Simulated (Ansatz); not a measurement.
# C₂H₇FSSi: one species, many methods

An exercise on one series of results from a longer session: the logs are not shown, and one member is left open.

The runs use Ansatz 0.2.0, Gaussian basis; functionals in def2-TZVPP, the program's frozen cores in correlated methods.

Plan: PBE-D4, r2SCAN-D4, PBE0-D4, B3LYP-D4, ωB97X-V, ωB97M-V, B2PLYP; CCSD(T)/def2-TZVPP; MP2/def2-QZVPP; extrapolation to the limit.

### The relaxed structure

The geometry comes from an earlier relaxation with PBE0-D4 in a triple-zeta def2 set; it is a stationary point, not always the lowest conformer.

SMILES `CSC(F)[SiH3]`, 12 atoms, charge 0, spin multiplicity 1.

Atoms are counted from 1 here; the program's logs count them from 0.

Bond lengths: C1–S2 1.801 Å, C1–H6 1.090 Å, C1–H7 1.089 Å, C1–H8 1.091 Å, S2–C3 1.774 Å, C3–F4 1.398 Å, C3–Si5 1.906 Å, C3–H9 1.096 Å, Si5–H10 1.484 Å, Si5–H11 1.483 Å, Si5–H12 1.484 Å. Angles: S2–C1–H6 106.9°, S2–C1–H7 110.5°, S2–C1–H8 111.0°, H6–C1–H7 109.0°, H6–C1–H8 109.0°, H7–C1–H8 110.4°, C1–S2–C3 101.3°, S2–C3–F4 112.4°, S2–C3–Si5 109.0°, S2–C3–H9 109.0°, F4–C3–Si5 109.9°, F4–C3–H9 106.4°, Si5–C3–H9 110.1°, C3–Si5–H10 108.4°, C3–Si5–H11 109.5°, C3–Si5–H12 108.4°, H10–Si5–H11 110.3°, H10–Si5–H12 110.0° and more.

The first run:

in.yaml

```yaml
crystal:
  periodic: [false, false, false]
  atoms:
    - {symbol: C, position_ang: [-1.260146, 1.145043, 1.545116]}
    - {symbol: S, position_ang: [0.336238, 0.439110, 1.101196]}
    - {symbol: C, position_ang: [-0.075236, -0.442568, -0.382252]}
    - {symbol: F, position_ang: [-0.778874, -1.622640, -0.122546]}
    - {symbol: Si, position_ang: [1.528454, -0.837819, -1.333965]}
    - {symbol: H, position_ang: [-1.113831, 1.703180, 2.470395]}
    - {symbol: H, position_ang: [-1.991495, 0.356482, 1.719144]}
    - {symbol: H, position_ang: [-1.614157, 1.827670, 0.771371]}
    - {symbol: H, position_ang: [-0.733966, 0.180831, -0.997143]}
    - {symbol: H, position_ang: [2.011392, 0.409457, -1.977464]}
    - {symbol: H, position_ang: [2.548565, -1.358349, -0.391183]}
    - {symbol: H, position_ang: [1.219855, -1.855696, -2.368771]}
basis:
  gaussian: {orbitals: def2-TZVPP}
hamiltonian: {xc: pbe, dispersion: d4}
output: {forces: true, orbitals: {seedname: orbitals}}
```

The run is started by

```sh
ansatz run in.yaml --threads 4 --pin off --events-out ev --progress --plain --max-ram 10444MiB
```

Among the steps run: PBE-D4 (GGA); r2SCAN-D4 (meta-GGA); PBE0-D4 (hybrid); B3LYP-D4 (hybrid); ωB97X-V (range-separated); ωB97M-V (range-separated); B2PLYP (double hybrid); CCSD(T) in def2-TZVPP; MP2 in def2-QZVPP.

One of the session's tables, all rows but one given; the rest of the session is left out.

It belongs to the step «Atomisation energies». 

| method | atomisation energy (kJ/mol) |
| --- | --- |
| PBE-D4 | 4175.2 |
| r2SCAN-D4 | 4121.5 |
| PBE0-D4 | 4110.4 |
| B3LYP-D4 | 4104.4 |
| ωB97X-V | 4133.8 |
| ωB97M-V | 4127.4 |
| B2PLYP | 4053.7 |
| HF/def2-TZVPP | 2998.1 |
| MP2/def2-TZVPP | 4042.8 |
| CCSD/def2-TZVPP | 3941.5 |
| CCSD(T)/def2-TZVPP | 4000.3 |
| MP2/CBS | 4153.4 |
| CCSD(T)/CBS | ? |

Q: Estimate the row for CCSD(T)/CBS from the others.

**Answer.** atomisation energy (kJ/mol): 4110.9. In the column «atomisation energy (kJ/mol)» it lies between PBE0-D4 (4110.4) and r2SCAN-D4 (4121.5).
